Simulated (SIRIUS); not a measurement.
**MgS: single point with PBE**

Crystal: MgS.

```
Mg S
1.0
     0.00000    2.60165    2.60165
     2.60165    0.00000    2.60165
     2.60165    2.60165    0.00000
Mg S
1 1
Direct
  0.99750 0.99680 0.00310
  0.50250 0.50320 0.49690
```

The cell isn't the ideal one: all atoms moved at random.

```
Program                                     : SIRIUS 7.10.0
Task                                        : single point
Functional                                  : PBE
Potentials or basis                         : SPMS 1.0 PBE (norm-conserving)
Cutoff                                      : 1152 eV
Density cutoff                              : 4606 eV
k mesh                                      : 5 × 5 × 5
Occupations                                 : fermi-dirac, width 0.05 eV
Spin                                        : no spin polarisation
Libxc names                                 : ["XC_GGA_X_PBE", "XC_GGA_C_PBE"]
Energy tol                                  : 1e-08 Ha
Density tol                                 : 1e-06
Mixer                                       : anderson
Mixing beta                                 : 0.7
Max scf                                     : 100
Radial cutoff for the potentials' integrals : 6.5 bohr
```

The pressure is 1.2 GPa and the largest force is 0.085 eV/Å. The band gap on the k mesh is 3.19 eV.

Forces in eV/Å, atoms in the order of the input:
```
Mg   0.001 -0.009  0.084
S   -0.001  0.009 -0.084
```

Stress tensor (GPa, compression positive):
```
1.13 0.00 0.00
0.00 1.13 0.00
0.00 0.00 1.24
```

Wall time 61 s on 1 thread of Arm Neoverse V2, with other jobs on the host, peak memory 0.42 GiB.

Caveat: an odd mesh through Γ misses points on the zone boundary, where band edges often lie.
